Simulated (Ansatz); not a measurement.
Turn this script for Ansatz 0.2.0, Python API into the input file that the command-line program reads.

Script `yb_deck.py`:
```python
"""Yb from an input typed as a mapping."""

import json
import warnings

import ansatz as az
import numpy as np


def main() -> None:
    warnings.simplefilter("ignore", az.DeckWarning)

    inputs = {
        "crystal": {
            "lattice": [
                [-2.151483, 2.151483, 2.151483],
                [2.151483, -2.151483, 2.151483],
                [2.151483, 2.151483, -2.151483],
            ],
            "atoms": [{"symbol": "Yb", "position": [0.0, 0.0, 0.0]}],
        },
        "kpoints": {"mp_grid": {"kspacing": 0.3}},
        "hamiltonian": {"xc": "lda"},
        "scf": {"occupations": {"method": "gaussian", "width": 0.05}},
        "output": {"stress": True, "eigenvalues": True},
    }

    out = az.Session.from_dict(inputs).plan().execute()
    rep = out.report

    print("%-22s %14.5f eV" % ("F = E - TS", rep["free_energy_ev"]))
    print("%-22s %14.5f eV" % ("E", rep["internal_energy_ev"]))
    print("%-22s %14.5f eV" % ("Harris-Foulkes", rep["harris_foulkes_ev"]))
    print("%-22s %14.5f eV" % ("Fermi level", rep["fermi_energy_ev"]))

    gap = None if "band_edges_ev" not in rep else rep["band_edges_ev"][1] - rep["band_edges_ev"][0]
    print("gap on the k mesh:", "withheld (metal, or smearing too wide to tell)" if gap is None else f"{gap:.3f} eV")
    print("lowest empty less highest filled band, by band count:", round(rep["gap_by_band_count_ev"], 3), "eV")

    # the stress is positive in compression
    stress = np.array(rep["stress_gpa"])
    print(f"pressure {np.trace(stress) / 3:.3f} GPa")
    print("stress tensor, GPa, positive in compression")
    print(np.round(stress, 3) + 0.0)

    print("band  energy (eV)  occupation (first spin channel), at k =", rep["kpoints_frac"][0])
    for band, (e, occ) in enumerate(zip(rep["eigenvalues_ev"][0], rep["occupations"][0]), start=1):
        print(f"{band:4d} {e:12.4f} {occ:9.4f}")

    keep = ["free_energy_ev", "energy_sigma0_ev", "fermi_energy_ev", "n_iterations", "converged", "magnetization_mub", "n_kpoints"]
    with open("yb.json", "w") as handle:
        json.dump({key: rep[key] for key in keep}, handle, indent=1)


if __name__ == "__main__":
    main()
```

```console
$ python yb_deck.py
F = E - TS               -13560.51738 eV
E                        -13560.51607 eV
Harris-Foulkes           -13560.51738 eV
Fermi level                   9.14602 eV
gap on the k mesh: withheld (metal, or smearing too wide to tell)
lowest empty less highest filled band, by band count: -0.285 eV
pressure -4.688 GPa
stress tensor, GPa, positive in compression
[[-4.688  0.     0.   ]
 [ 0.    -4.688  0.   ]
 [ 0.     0.    -4.688]]
band  energy (eV)  occupation (first spin channel), at k = [0.0, 0.0, 0.0]
   1     -42.4933    2.0000
   2     -14.7669    2.0000
   3     -14.7669    2.0000
   4     -14.7669    2.0000
   5       4.2189    2.0000
   6       8.7412    2.0000
   7       8.7412    2.0000
   8       8.7412    2.0000
   9       8.8551    2.0000
  10       8.8551    2.0000
  11       8.8551    2.0000
  12       8.8765    2.0000
  13      11.8591    0.0000
  14      11.8591    0.0000
  15      11.8591    0.0000
  16      13.6189    0.0000
```

`input.yaml`:
```yaml
crystal:
  lattice:
    - [-2.151483, 2.151483, 2.151483]
    - [2.151483, -2.151483, 2.151483]
    - [2.151483, 2.151483, -2.151483]
  atoms:
    - { symbol: Yb, position: [0.0, 0.0, 0.0] }
kpoints:
  mp_grid: { kspacing: 0.3 }
hamiltonian:
  xc: lda
scf:
  occupations: { method: gaussian, width: 0.05 }
output:
  stress: true
  eigenvalues: true
```

Launched from the shell:
```console
$ ansatz run input.yaml --threads 1 --pin off --max-ram 3072MiB --backend cpu --events-out ev --progress --plain --runs-dir out
Engine: ansatz 0.2.0, aarch64-unknown-linux-gnu
Pseudopotentials: kind: paw
Pseudopotential: Yb, paw, valence charge 24, recommended cutoff 420 eV (normal), Yb.paw.azcp
Functional definition: SPW92
  exchange = slater_x
  correlation = pw_c
Crystal: 1 atoms, lattice volume = 39.836 Å³
Basis set: ecut = 420 eV, 767 PW (Γ)
Bands: 16, of which v1, the nominal top of the filled ones, is band 12 counted from 1 (11 counted from 0)
Symmetry: 48 space group operations
Space group: Im-3m (ITA 229), of the structure as read, at distance tolerance 3.4e-5 Å
k-points: 20 of 343
Non-local potential: Yb, projectors of the file, l = 0: 3, l = 1: 2, l = 2: 2, l = 3: 3
PAW form: soft (Blöchl's): semilocal exchange-correlation on the pseudo side does not see the compensation charge
PAW frozen core: Yb, regenerated for the run's functional, and the local potential with it (the file was generated under x = pbe(κ = 0.804, μ = 0.2195149727645171), c = pbe(β = 0.06672455060314922))
PAW one-centre angular grid: Yb, 590 points (default); XC on 64 Gauss nodes
Initial density: superposition of atomic densities (neutral atoms: chi_scale 0, normalization atom), corrected by the library's trained network
Initial wavefunctions: pseudopotential atomic-orbital guess
Functional: x = slater, c = lda
SCF iter   1: F=—  HF=-13560.542708 eV  |F-HF|=—  |Δ(HF+E_count)|=         —  Δρ=2.01e-2  dr2=1.38e-1  ethr=1.77e-3  ⟨swp⟩=5.5  Hψ=1531  notcnv=0
preconditioner: auto → none  [insulator: Δε(μ)=0.211 eV  Ē_g=9.838 eV  σ=0.050 eV  W_gap=0.63  n_scr=12 (ndim 8)  ℏωp=27.6 eV  f_vac=0.000  D(μ)=1.02/eV (n_scr^D=12)  ε∞_Penn≈8.9]
SCF iter   2: F=—  HF=-13560.518506 eV  |F-HF|=—  |Δ(HF+E_count)|=   2.42e-2  Δρ=2.25e-3  dr2=1.44e-3  ethr=5.74e-4  ⟨swp⟩=2.5  Hψ=729  notcnv=0
SCF iter   3: F=—  HF=-13560.517540 eV  |F-HF|=—  |Δ(HF+E_count)|=   9.66e-4  Δρ=2.13e-3  dr2=1.55e-3  ethr=5.99e-6  ⟨swp⟩=2.1  Hψ=583  notcnv=0
SCF iter   4: F=—  HF=-13560.517389 eV  |F-HF|=—  |Δ(HF+E_count)|=   1.51e-4  Δρ=6.12e-4  dr2=1.19e-4  ethr=5.99e-6  ⟨swp⟩=1.0  Hψ=320  notcnv=0
SCF iter   5: F=—  HF=-13560.517380 eV  |F-HF|=—  |Δ(HF+E_count)|=   8.79e-6  Δρ=1.36e-4  dr2=4.92e-6  ethr=4.97e-7  ⟨swp⟩=2.5  Hψ=495  notcnv=0
SCF iter   6: F=—  HF=-13560.517380 eV  |F-HF|=—  |Δ(HF+E_count)|=   5.41e-7  Δρ=5.83e-5  dr2=1.29e-6  ethr=2.05e-8  ⟨swp⟩=1.9  Hψ=453  notcnv=0
SCF iter   7: F=-13560.517380 eV  HF=-13560.517380 eV  |F-HF|=1.68e-7  |Δ(HF+E_count)|=   1.48e-7  Δρ=1.57e-5  dr2=9.30e-8  ethr=4.17e-10  ⟨swp⟩=5.0  Hψ=1658  notcnv=0
SCF 1 converged in 7 iterations: F = -13560.517380 eV  dr2 = 9.30e-8
  greatest PAW one-centre occupation: 0.997 electrons in one spin orbital (limit 2), on the Yb atom at site 0 (counted from 0), in its partial waves of l = 0
SCF converged after 7 iterations
Free energy (F): -13560.517380 eV
Harris-Foulkes:  -13560.517380 eV  (|F-HF|=1.68e-7)
Internal energy: -13560.516075 eV  (E = F + TS)
E sigma→0 (E₀):  -13560.516727 eV
Entropy (-TS):   -0.001305 eV (-1.305 meV/atom)
Fermi energy:    9.146023 eV
--- Per-component energies (eV) ---
  E_band       = -36.288357
  E_kinetic    = 351.206166
  E_local      = -6518.970482  (includes V_loc(G=0)·N_el)
  E_nonlocal   = 564.972114
  E_hartree    = 2830.143849
  E_xc         = -159.631247
  E_vxc        = -200.003595  (∫ρ·V_xc dr)
  E_paw        = -7123.012239  (= ΣΔE_a)
  E_vpaw       = 106.187269  (= ΣTr[D̂ρ^β])
  E_aug_tail   = 0.000002  (compensation charges beyond the density's cutoff)
  E_ewald      = -3507.408004
  E_core_change = 2.183765  (= ΣΔE_core)
  E_smearing   = -0.001305  (= −TS)
  E_closure    = 0.000000  (closes the sum)
  Σ components = -13560.517380   (vs F -13560.517380, Δ=0.00e0)
--- Stress (GPa, compression-positive) ---
       -4.688462       0.000000       0.000000
        0.000000      -4.688462      -0.000000
       -0.000000       0.000000      -4.688462
  P = ⅓ Tr σ = -4.6885 GPa (-46.885 kbar)
--- Band table (eV; the first three rows and the last of 20) ---
  k-point 0: bands = ["-42.4933", "-14.7669", "-14.7669", "-14.7669", "4.2189", "8.7412", "8.7412", "8.7412", "8.8551", "8.8551", "8.8551", "8.8765", "11.8591", "11.8591", "11.8591", "13.6189"]
  k-point 1: bands = ["-42.4912", "-14.8150", "-14.7829", "-14.7668", "4.6670", "8.7439", "8.7455", "8.7523", "8.8425", "8.8435", "8.8493", "8.8640", "11.5261", "11.5755", "12.3165", "13.2661"]
  k-point 2: bands = ["-42.4864", "-14.9207", "-14.8186", "-14.7667", "5.8715", "8.7500", "8.7531", "8.7835", "8.8049", "8.8198", "8.8428", "8.8628", "10.5930", "10.9062", "13.3587", "13.5983"]
  k-point 19: bands = ["-42.4738", "-14.9452", "-14.9374", "-14.9374", "8.7507", "8.7555", "8.7739", "8.7837", "8.7837", "8.8212", "8.8511", "8.8511", "9.0742", "12.9890", "13.1696", "13.1696"]
```

Caveats:
- Total energies depend on the potentials; only differences at equal settings carry meaning. A total without «per atom» is that of the cell as typed.
- Semilocal functionals put the nearly full 4f shell of Yb too close to the Fermi level.
- The computed bands are complete only to about 3.2 eV above the Fermi level.
- Only differences from the Fermi energy are physical; the zero of the scale is a convention.
- A gap by band count of zero or less means overlapping bands, a metal.
- This isn't the structure that Yb takes at ambient conditions.
- Gaps and levels are Kohn-Sham values on a finite set of k-points, without spin-orbit coupling.
- The whole script took 1.2 s on 1 thread of Arm Neoverse V1, with other jobs on the host, peak memory 0.32 GiB.

(Lines on the test bed's own set-up are left out of the output.)
